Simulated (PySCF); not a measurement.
# C3H7Br (2-Bromopropane): the cost of one run

Programs: PySCF 2.14.0, with routines of our own; each step states its level. All values are computed. Atoms count from 0.

### 1 The starting structure

11 atoms, charge 0, multiplicity 1; geometry from: GFN2-xTB.

### 2 Optimising the geometry at PBE0-D3(BJ)/def2-SVP

What the job is given:

```
{"job": {"xc": "PBE0", "basis": "def2-SVP", "d3": "d3bj", "grid": 1, "maxiter": 30, "shake": 0.01, "kind": "geom"}, "charge": 0, "multiplicity": 1}
C     -1.273550    -0.066650    -0.028430
C      0.091750     0.526360     0.148840
C      1.162280    -0.526870     0.067770
Br     0.456210     1.886060    -1.264920
H     -1.373750    -0.566030    -0.997360
H     -2.049840     0.749890    -0.006760
H     -1.495210    -0.753290     0.766070
H      0.182510     1.100740     1.078640
H      1.038360    -1.245210     0.895040
H      2.166270    -0.080670     0.194160
H      1.133090    -1.050170    -0.868720
```

The run is started by

```sh
$ OMP_NUM_THREADS=1 python heavy_run.py task.json out
```

One launch serves the whole session: the jobs run in the order shown.

**Question.** How long does this first job take on 1 thread of Intel Xeon 6975P-C, shared host, and how much memory does it need?

About 12 s, with a peak of 0.46 GiB.
